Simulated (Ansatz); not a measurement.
# CH6AlGa: one species, many methods

One table from this session's results is given with a row withheld; the runs are named, their logs left out.

The runs use Ansatz 0.2.0, Gaussian basis; functionals in def2-TZVPP, the program's frozen cores in correlated methods.

Levels to be run: LDA (SPW92), PBE-D4, revPBE-D4, BLYP-D4, r2SCAN-D4, B97M-V, PBE0-D4, B3LYP-D4, r2SCANh-D4, r2SCAN0-D4, HSE06-D4, BHLYP-D4, CAM-B3LYP-D4, LC-ωPBE, ωB97X-V, ωB97M-V, B2PLYP, PBE-QIDH; CCSD(T)/def2-SVP; CCSD(T)/def2-TZVPP; MP2/def2-QZVPP; extrapolation to the limit; RPA on PBE.

## Structure used throughout

All runs share one geometry, relaxed beforehand with PBE0-D4 in a triple-zeta def2 set.

9 atoms, charge 0, spin multiplicity 1.

Atoms are counted from 1 here; the program's logs count them from 0.

Bond lengths: C1–Al3 1.948 Å, C1–H4 1.093 Å, C1–H5 1.093 Å, C1–H6 1.093 Å, Ga2–Al3 2.512 Å, Al3–H7 1.685 Å, Al3–H8 1.685 Å, Al3–H9 1.685 Å. Angles: Al3–C1–H4 111.1°, Al3–C1–H5 111.1°, Al3–C1–H6 111.1°, H4–C1–H5 107.8°, H4–C1–H6 107.8°, H5–C1–H6 107.8°, C1–Al3–Ga2 180.0°, C1–Al3–H7 126.9°, C1–Al3–H8 126.9°, C1–Al3–H9 126.9°, Ga2–Al3–H7 53.1°, Ga2–Al3–H8 53.1°, Ga2–Al3–H9 53.1°, H7–Al3–H8 87.6°, H7–Al3–H9 87.6°, H8–Al3–H9 87.6°.

The first run:

Contents of in.yaml:

```yaml
crystal:
  periodic: [false, false, false]
  atoms:
    - {symbol: C, position_ang: [-1.076949, 1.117513, 0.124482]}
    - {symbol: Ga, position_ang: [2.015211, -2.076717, -0.235064]}
    - {symbol: Al, position_ang: [0.273510, -0.277459, -0.032600]}
    - {symbol: H, position_ang: [-0.616420, 2.090915, 0.313138]}
    - {symbol: H, position_ang: [-1.666891, 1.198385, -0.792368]}
    - {symbol: H, position_ang: [-1.764895, 0.907448, 0.947767]}
    - {symbol: H, position_ang: [1.511703, -0.363510, -1.171641]}
    - {symbol: H, position_ang: [0.006201, -1.918814, -0.301676]}
    - {symbol: H, position_ang: [1.407030, -0.723961, 1.130863]}
basis:
  gaussian: {orbitals: def2-TZVPP}
hamiltonian: {xc: lda}
output: {orbitals: {seedname: orbitals}}
```

Launch:

```bash
> ansatz run in.yaml --threads 2 --pin off --events-out ev --progress --plain --max-ram 4352MiB
```

Among the steps run: LDA; PBE-D4 (GGA); revPBE-D4 (GGA); BLYP-D4 (GGA); r2SCAN-D4 (meta-GGA); B97M-V (meta-GGA); PBE0-D4 (hybrid); B3LYP-D4 (hybrid); r2SCANh-D4 (hybrid); r2SCAN0-D4 (hybrid); HSE06-D4 (hybrid); BHLYP-D4 (hybrid); CAM-B3LYP-D4 (range-separated); LC-ωPBE (range-separated); ωB97X-V (range-separated); ωB97M-V (range-separated); B2PLYP (double hybrid); PBE-QIDH (double hybrid).

One table of the session follows, with a row left open; its other results are not shown here.

It belongs to the step «Orbital energies across the functionals». 

| functional | HOMO (eV) | gap (eV) |
| --- | --- | --- |
| LDA (SPW92) | ? | ? |
| PBE-D4 | -5.98 | 4.67 |
| revPBE-D4 | -5.91 | 4.69 |
| BLYP-D4 | -5.89 | 4.70 |
| r2SCAN-D4 | -6.19 | 5.09 |
| B97M-V | -6.04 | 4.93 |
| PBE0-D4 | -6.87 | 6.28 |
| B3LYP-D4 | -6.77 | 5.99 |
| r2SCANh-D4 | -6.52 | 5.68 |
| r2SCAN0-D4 | -7.02 | 6.55 |
| HSE06-D4 | -6.48 | 5.52 |
| BHLYP-D4 | -7.70 | 7.88 |
| CAM-B3LYP-D4 | -8.12 | 8.46 |
| LC-ωPBE | -9.27 | 10.61 |
| ωB97X-V | -8.96 | 10.23 |
| ωB97M-V | -8.90 | 9.93 |

Estimate the missing values for LDA (SPW92).

As computed: HOMO (eV): -6.16; gap (eV): 4.63. In the column «HOMO (eV)» it lies between r2SCAN-D4 (-6.19) and B97M-V (-6.04).
